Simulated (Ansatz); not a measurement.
**AlClF₂ (SMILES [F][Al]([F])[Cl]): functionals against CCSD(T) at one geometry**

One table from this session's results is given with a row withheld; the runs are named, their logs left out.

The runs use Ansatz 0.2.0, Gaussian basis; single points in def2-TZVPP.

Correlated methods freeze the cores.

### The starting structure

SMILES `[F][Al]([F])[Cl]`, 4 atoms, charge 0, spin multiplicity 1.

Atoms are counted from 1 here; the program's logs count them from 0.

Bond lengths: F1–Al2 1.628 Å, Al2–F3 1.683 Å, Al2–Cl4 1.992 Å. Angles: F1–Al2–F3 110.3°, F1–Al2–Cl4 122.2°, F3–Al2–Cl4 127.4°.

Coordinates:

```mol
AlClF2
  3D, bonds by distance, orders not assigned

  4  3  0  0  0  0  0  0  0  0999 V2000
    0.9852    0.6769    1.1085 F   0  0
    0.0046   -0.0287    0.0165 Al  0  0
    0.3425   -1.6732   -0.0954 F   0  0
   -1.3494    1.0024   -1.0183 Cl  0  0
  1  2  8  0
  2  3  8  0
  2  4  8  0
M  END
```

The first run:

Contents of run/in.yaml:

```yaml
crystal:
  periodic: [false, false, false]
  atoms:
    - {symbol: F, position_ang: [0.985200, 0.676900, 1.108500]}
    - {symbol: Al, position_ang: [0.004600, -0.028700, 0.016500]}
    - {symbol: F, position_ang: [0.342500, -1.673200, -0.095400]}
    - {symbol: Cl, position_ang: [-1.349400, 1.002400, -1.018300]}
basis:
  gaussian: {orbitals: def2-TZVPP}
correlation: {method: ccsd_t}
output: {forces: true}
```

No record of the launch command was kept for these runs.

Among the steps run: CCSD(T)/def2-TZVPP; PBE0-D4/def2-TZVPP; wB97M-V/def2-TZVPP; r2SCAN-D4/def2-TZVPP; PBE-D4/def2-TZVPP; r2SCANh-D4/def2-TZVPP; SPW92/def2-TZVPP.

One table of the session follows, with a row left open; its other results are not shown here.

```
    method  RMS force component (eV/Å)  angle to CCSD(T) forces (°)  dipole (D)
   CCSD(T)                       1.038                    reference        1.47
   PBE0-D4                       0.986                          3.7        1.50
   wB97M-V                       0.965                          1.7        1.47
 r2SCAN-D4                       0.979                          2.0        1.43
    PBE-D4                           ?                            ?           ?
r2SCANh-D4                       1.006                          5.4        1.46
     SPW92                       0.927                          6.8        1.47
```

Q: Estimate the row for PBE-D4 from the others.

**Answer.** RMS force component (eV/Å): 0.921; angle to CCSD(T) forces (°): 12.3; dipole (D): 1.43. In the column «RMS force component (eV/Å)» it is the lowest.
